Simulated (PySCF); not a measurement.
# C5H8Si: the cost of one run

The runs use PySCF 2.14.0, with density-fitted response routines of our own; the level of theory stands in each step. All values are computed, except where a source is named. Atoms are numbered from 0 throughout.

## 1. The starting structure

14 atoms, charge 0, multiplicity 1; geometry from: PBE0-D3(BJ)/def2-SVP.

Bonds of the start (Å): C0–C1 1.21, C1–C2 1.44, C2–C3 1.56, C3–C4 1.55, C4–Si5 1.89, Si5–C2 1.92, C0–H6 1.07, C2–H7 1.11, C3–H8 1.10, C3–H9 1.10, C4–H10 1.10, C4–H11 1.10, Si5–H12 1.49, Si5–H13 1.50.

## 2. Core holes by ΔSCF: SCAN, X2C

The job: settings as JSON, then the geometry in Å.

```
{"job": {"kind": "xps"}, "charge": 0, "multiplicity": 1}
C      2.987176    -0.601908    -0.307614
C      1.826061    -0.276922    -0.441570
C      0.444150     0.110328    -0.573663
C     -0.663309    -0.924762    -0.203474
C     -1.796469     0.020922     0.266431
Si    -0.444345     1.292014     0.645367
H      4.015008    -0.889997    -0.193508
H      0.252270     0.497835    -1.590890
H     -0.307133    -1.540738     0.637606
H     -0.925409    -1.613817    -1.023040
H     -2.422971     0.351095    -0.577703
H     -2.452683    -0.366159     1.057373
H      0.098948     1.199610     2.032833
H     -0.618546     2.727507     0.264054
```

Method: delta-SCF UKS SCAN, pcX-2 on the ionised atom, pcseg-1 elsewhere, spin-free X2C.

Command:

```
$ OMP_NUM_THREADS=1 python probes_run.py task.json out
```

The driver reads the jobs from task.json and runs them one after another.

**Question.** How long does this first job take on 1 thread of Arm Neoverse N1, shared host, and how much memory does it need?

About 1.7 min, with a peak of 0.62 GiB.
